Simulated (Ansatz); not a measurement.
# CH5AlOSi: the cost of one run

Computed with Ansatz 0.2.0, Gaussian basis. Level: the settings change from run to run.

## Step 1: The molecule

An earlier PBE0-D4 in a triple-zeta def2 set relaxation fixed the geometry.

SMILES `O[SiH]1[CH2][AlH]1`, 9 atoms, charge 0, spin multiplicity 1.

Atoms are counted from 1 here; the program's logs count them from 0.

Bond lengths: O1–Si2 1.653 Å, O1–H5 0.958 Å, Si2–C3 1.873 Å, Si2–Al4 2.332 Å, Si2–H6 1.493 Å, C3–Al4 1.971 Å, C3–H7 1.088 Å, C3–H8 1.106 Å, Al4–H9 1.585 Å. Angles: Si2–O1–H5 117.0°, O1–Si2–C3 117.2°, O1–Si2–Al4 134.1°, O1–Si2–H6 110.9°, C3–Si2–Al4 54.6°, C3–Si2–H6 110.3°, Al4–Si2–H6 113.8°, Si2–C3–Al4 74.7°, Si2–C3–H7 123.8°, Si2–C3–H8 109.5°, Al4–C3–H7 137.5°, Al4–C3–H8 97.0°, H7–C3–H8 108.8°, Si2–Al4–C3 50.7°, Si2–Al4–H9 171.6°, C3–Al4–H9 137.6°.

## Step 2: CAM-B3LYP/ANO-RCC-VTZP

Set apart from the defaults: D3(BJ) dispersion.

in.yaml reads:

```yaml
crystal:
  periodic: [false, false, false]
  atoms:
    - {symbol: O, position_ang: [-0.295680, 0.694420, -2.040651]}
    - {symbol: Si, position_ang: [0.085057, 0.739541, -0.432910]}
    - {symbol: C, position_ang: [0.687407, -0.851047, 0.350464]}
    - {symbol: Al, position_ang: [-0.816351, -0.252362, 1.475525]}
    - {symbol: H, position_ang: [-0.927785, 1.341757, -2.356924]}
    - {symbol: H, position_ang: [1.036194, 1.852269, -0.141540]}
    - {symbol: H, position_ang: [1.738241, -1.101584, 0.482706]}
    - {symbol: H, position_ang: [0.171301, -1.710704, -0.117146]}
    - {symbol: H, position_ang: [-1.589885, -0.758688, 2.763476]}
basis:
  gaussian: {orbitals: ANO-RCC-VTZP}
hamiltonian: {xc: {name: CAM-B3LYP}, dispersion: d3bj}
```

Run with:

```sh
$ ansatz run in.yaml --threads 2 --pin off --events-out ev --progress --plain --max-ram 4352MiB
```

**Question.** How long does this run take on 2 threads of Intel Xeon Platinum 8488C, shared host, and how much memory does it need?

About 8 s, with a peak of 0.54 GiB.
